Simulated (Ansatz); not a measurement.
Working through a ranking of polymorphs by energy of 2 structures of SrMg3

Program: the Python package of Ansatz (0.2.0).

Notebook, run cell by cell (the value of a cell's last expression is shown):

```python
import warnings

import ansatz as az
import numpy as np
import spglib
```

```python
SETTINGS = {
    "cutoff": 530,
    "tolerance": 1e-09,
    "max_scf": 80,
    "kspacing": 0.3,
    "occupations": "gaussian",
    "smearing_width": 0.1,
}
```

```python
PHASES = {
    "I4/mmm": (
        [(-2.72145, 2.72145, 3.8354), (2.72145, -2.72145, 3.8354), (2.72145, 2.72145, -3.8354)],
        [
            ("Sr", (0.0, 0.0, 0.0)),
            ("Mg", (0.5, 0.5, 0.0)),
            ("Mg", (0.75, 0.25, 0.5)),
            ("Mg", (0.25, 0.75, 0.5)),
        ],
    ),
    "Pm-3m": (
        [(4.94253, 0.0, 0.0), (0.0, 4.94253, 0.0), (0.0, 0.0, 4.94253)],
        [
            ("Sr", (0.0, 0.0, 0.0)),
            ("Mg", (0.5, 0.5, 0.0)),
            ("Mg", (0.5, 0.0, 0.5)),
            ("Mg", (0.0, 0.5, 0.5)),
        ],
    ),
}


def build(vectors, sites):
    crystal = az.Crystal(lattice=az.Lattice.of(vectors))
    for symbol, position in sites:
        crystal = crystal.atom(symbol, position)
    return crystal
```

```python
def compute(name, crystal):
    calc = (
        crystal.calculation()
        .functional(az.Functional.LDA)
        .basis(SETTINGS["cutoff"], xc_grid=3)
        .scf(tolerance=SETTINGS["tolerance"], max_iterations=SETTINGS["max_scf"])
        .kpoints(spacing=SETTINGS["kspacing"])
        .occupations(SETTINGS["occupations"], width=SETTINGS["smearing_width"])
        .stress()
        .band_table()
    )
    calc = calc.relax(force_tolerance=0.01, max_steps=40, fix_cell=["shape"])
    return calc.run()
```

```python
def space_group(outcome):
    sites = outcome.report["lattice"]["sites"]
    kinds = sorted({site["symbol"] for site in sites})
    cell = (outcome.lattice.cell_ang, [site["position_frac"] for site in sites], [kinds.index(site["symbol"]) for site in sites])
    return spglib.get_spacegroup(cell, symprec=0.01)
```

```python
def volume_per_atom(outcome):
    return abs(np.linalg.det(outcome.lattice.cell_ang)) / len(outcome.lattice.sites)
```

```python
def pressure_gpa(outcome):
    return float(np.trace(outcome.report["stress_gpa"]) / 3)
```

```python
warnings.simplefilter("ignore")
```

```python
phases = {name: build(*cell) for name, cell in PHASES.items()}

done = {}
for name, crystal in phases.items():
    try:
        done[name] = compute(name, crystal)
    except az.NonConvergedError as error:
        print(name, "did not converge:", str(error)[:120])
```

```python
energy = {name: o.report["energy_sigma0_ev"] / len(o.lattice.sites) for name, o in done.items()}
lowest = min(energy.values())
rows = [(name, len(o.lattice.sites), 1000 * (energy[name] - lowest), space_group(o), volume_per_atom(o), pressure_gpa(o)) for name, o in done.items()]
rows.sort(key=lambda row: row[2])
print("     phase       atoms  dE (meV/atom)  space group  V (A^3/atom)     P (GPa)")
for row in rows:
    print(f"{str(row[0]):>10}  {row[1]:10d}  {row[2]:13.1f}  {str(row[3]):>11}  {row[4]:12.3f}  {row[5]:10.2f}")
```

         phase       atoms  dE (meV/atom)  space group  V (A^3/atom)     P (GPa)
        I4/mmm           4            0.0  I4/mmm (139)        26.329       -0.00
         Pm-3m           4           57.9  Pm-3m (221)        28.171        0.00

By space group at the end of each run: I4/mmm (+0 meV an atom, 26.3 Å³) and Pm-3m (+58 meV an atom, 28.2 Å³).

What to keep in mind:
- The settings weren't tested for convergence.
- The program warned that this SCF threshold is loose for forces or stresses.
- Atoms and volume are relaxed with the cell's shape held, which in cells of lower than cubic symmetry can hide stresses and shift volumes.
- Pressure is positive in compression.
- The cells come from databases of deposited and of computed structures, and not all need be stable phases.
- The ranking holds among these structures alone, at zero temperature; the ground state may be another structure. Differences under about 40 meV an atom lie within the error of mesh and functional.
- The script silences warnings, which a real study should read.
- Timing: 39 s on 1 thread of Arm Neoverse V1, with other jobs on the host, peak memory 0.51 GiB.
